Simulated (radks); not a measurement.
# Ionisation energy and size from Ag²⁺ to Xe²⁺

The task here is to estimate one member of a computed series from the others.

The numbers are computed with radks (a radial shooting solver on a logarithmic mesh, Libxc functionals) version 1 (Dirac Kohn-Sham, PBEsol, spin-unpolarised, spherical densities, finite nucleus; open shells fill j = l - 1/2 first), except any that are marked as measured or tabulated.

## The system

* species: Ag²⁺, Cd²⁺, In²⁺, Sn²⁺, Sb²⁺, Te²⁺, I²⁺, Xe²⁺
* runs: 16, each species and its next ion

The first run:

Input:

```text
Z 47
configuration [Kr] 4d9
relativity Dirac
functional pbe_sol,pbe_sol
spin unpolarised
j_filling energy
nucleus finite rms 4.5454 fm
c 137.035999084
```

Steps of the session up to this table: Ag²⁺, [Kr] 4d9; Ag³⁺, [Kr] 4d8; Cd²⁺, [Kr] 4d10; Cd³⁺, [Kr] 4d9; In²⁺, [Kr] 4d10 5s1; In³⁺, [Kr] 4d10; Sn²⁺, [Kr] 4d10 5s2; Sn³⁺, [Kr] 4d10 5s1; Sb²⁺, [Kr] 4d10 5s2 5p1; Sb³⁺, [Kr] 4d10 5s2; Te²⁺, [Kr] 4d10 5s2 5p2; Te³⁺, [Kr] 4d10 5s2 5p1; I²⁺, [Kr] 4d10 5s2 5p3; I³⁺, [Kr] 4d10 5s2 5p2; Xe²⁺, [Kr] 4d10 5s2 5p4; Xe³⁺, [Kr] 4d10 5s2 5p3.

One table of the session follows, with a row left open; its other results are not shown here.

```
species  Δ-SCF (eV)  −ε(HOMO) (eV)  its <r> (bohr)
   Ag²⁺      35.890         28.615            1.32
   Cd²⁺      37.686         30.148            1.26
   In²⁺      28.265         23.679            2.33
   Sn²⁺      31.014         26.154            2.21
   Sb²⁺      25.065         20.640            2.43
   Te²⁺           ?              ?               ?
    I²⁺      28.774         23.965            2.23
   Xe²⁺      31.129         26.075            2.11
```

**Question.** Estimate the row for Te²⁺.

**Answer.** Δ-SCF (eV): 27.603; −ε(HOMO) (eV): 22.897; its <r> (bohr): 2.29. In the column «Δ-SCF (eV)» it lies between Sb²⁺ (25.065) and In²⁺ (28.265).

Spin polarisation and multiplet splitting are left out, so open shells lie too high by an amount that depends on their filling.
